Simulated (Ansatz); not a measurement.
**Cl₂F₂H₂In₂: up Jacob's ladder to CCSD(T)**

An exercise on one series of results from a longer session: the logs are not shown, and one member is left open.

The runs use Ansatz 0.2.0, Gaussian basis; functionals in def2-TZVPP, the program's frozen cores in correlated methods.

Levels to be run: LDA (SPW92), PBE-D4, revPBE-D4, BLYP-D4, r2SCAN-D4, B97M-V, PBE0-D4, B3LYP-D4, r2SCANh-D4, r2SCAN0-D4, HSE06-D4, BHLYP-D4, CAM-B3LYP-D4, LC-ωPBE, ωB97X-V, ωB97M-V, B2PLYP, PBE-QIDH; CCSD(T)/def2-SVP; CCSD(T)/def2-TZVPP; MP2/def2-QZVPP; extrapolation to the limit; RPA on PBE.

1 further run of the same task is left out (for a known fault of the program).

### Structure used throughout

The geometry comes from an earlier relaxation with PBE0-D4 in a triple-zeta def2 set; it is a stationary point, not always the lowest conformer. In takes the def2 core potential; no spin-orbit term is included.

SMILES `[F][In@H-]1[Cl+][In@@H-]([F])[Cl+]1`, 8 atoms, charge 0, spin multiplicity 1.

Atoms are counted from 1 here; the program's logs count them from 0.

Bond lengths: F1–In2 1.931 Å, In2–Cl3 2.520 Å, In2–Cl6 2.520 Å, In2–H7 1.687 Å, Cl3–In4 2.520 Å, In4–F5 1.931 Å, In4–Cl6 2.520 Å, In4–H8 1.687 Å. Angles: F1–In2–Cl3 102.2°, F1–In2–Cl6 102.2°, F1–In2–H7 130.4°, Cl3–In2–Cl6 87.6°, Cl3–In2–H7 112.9°, Cl6–In2–H7 112.8°, In2–Cl3–In4 92.3°, Cl3–In4–F5 102.2°, Cl3–In4–Cl6 87.6°, Cl3–In4–H8 112.8°, F5–In4–Cl6 102.2°, F5–In4–H8 130.4°, Cl6–In4–H8 112.8°, In2–Cl6–In4 92.3°.

Geometry (Å):

```mol
Cl2F2H2In2
  3D, bonds by distance, orders not assigned

  8  8  0  0  0  0  0  0  0  0999 V2000
    2.4575   -1.5746    0.0481 F   0  0
    1.7989    0.2383    0.1426 In  0  0
    0.1075    0.2879   -1.7244 Cl  0  0
   -1.8154   -0.0323   -0.1279 In  0  0
   -2.1770   -1.9216   -0.2985 F   0  0
   -0.1322    0.0201    1.7463 Cl  0  0
    2.6297    1.6969    0.3129 H   0  0
   -2.8689    1.2852   -0.0991 H   0  0
  1  2  8  0
  2  3  8  0
  3  4  8  0
  4  5  8  0
  4  6  8  0
  2  7  8  0
  4  8  8  0
  2  6  8  0
M  END
```

Set-up of the first run:

in.yaml

```yaml
crystal:
  periodic: [false, false, false]
  atoms:
    - {symbol: F, position_ang: [2.457488, -1.574551, 0.048101]}
    - {symbol: In, position_ang: [1.798913, 0.238346, 0.142559]}
    - {symbol: Cl, position_ang: [0.107511, 0.287888, -1.724380]}
    - {symbol: In, position_ang: [-1.815448, -0.032267, -0.127908]}
    - {symbol: F, position_ang: [-2.177003, -1.921555, -0.298543]}
    - {symbol: Cl, position_ang: [-0.132214, 0.020078, 1.746318]}
    - {symbol: H, position_ang: [2.629666, 1.696851, 0.312946]}
    - {symbol: H, position_ang: [-2.868923, 1.285220, -0.099093]}
basis:
  gaussian: {orbitals: def2-TZVPP}
hamiltonian: {xc: lda}
output: {orbitals: {seedname: orbitals}}
```

Launch:

```console
$ ansatz run in.yaml --threads 2 --pin off --events-out ev --progress --plain --max-ram 22528MiB --backend cuda --devices 0, --max-vram 18GiB
```

Steps of the session up to this table: LDA; PBE-D4 (GGA); revPBE-D4 (GGA); BLYP-D4 (GGA); r2SCAN-D4 (meta-GGA); B97M-V (meta-GGA); B3LYP-D4 (hybrid); r2SCANh-D4 (hybrid); r2SCAN0-D4 (hybrid); HSE06-D4 (hybrid); BHLYP-D4 (hybrid); CAM-B3LYP-D4 (range-separated); LC-ωPBE (range-separated); ωB97X-V (range-separated); ωB97M-V (range-separated); B2PLYP (double hybrid); PBE-QIDH (double hybrid).

One of the session's tables, all rows but one given; the rest of the session is left out.

It belongs to the step «Frontier levels by functional». 

| functional | HOMO (eV) | LUMO (eV) | gap (eV) |
| --- | --- | --- | --- |
| LDA (SPW92) | -8.28 | -2.93 | 5.35 |
| PBE-D4 | -8.09 | -2.63 | 5.46 |
| revPBE-D4 | -8.01 | -2.51 | 5.51 |
| BLYP-D4 | ? | ? | ? |
| r2SCAN-D4 | -8.50 | -2.35 | 6.15 |
| B97M-V | -8.61 | -2.45 | 6.16 |
| PBE0-D4 | -9.62 | -1.72 | 7.90 |
| B3LYP-D4 | -9.39 | -2.06 | 7.33 |
| r2SCANh-D4 | -9.08 | -2.03 | 7.05 |
| r2SCAN0-D4 | -9.88 | -1.55 | 8.33 |
| HSE06-D4 | -9.22 | -2.09 | 7.13 |
| BHLYP-D4 | -10.90 | -0.84 | 10.07 |
| CAM-B3LYP-D4 | -10.99 | -0.77 | 10.22 |
| LC-ωPBE | -12.31 | 0.54 | 12.85 |
| ωB97X-V | -11.97 | 0.37 | 12.35 |
| ωB97M-V | -11.82 | 0.17 | 11.99 |

Estimate the missing values for BLYP-D4.

Worked estimate for «HOMO (eV)». Against the share of exact exchange, B3LYP-D4 (0.2, -9.39), BHLYP-D4 (0.5, -10.90) give a slope of -5.03 per unit share; at 0 the line stands at -8.38.

The run gave: HOMO (eV): -8.00; LUMO (eV): -2.61; gap (eV): 5.39. In «HOMO (eV)» the line misses by -0.38.
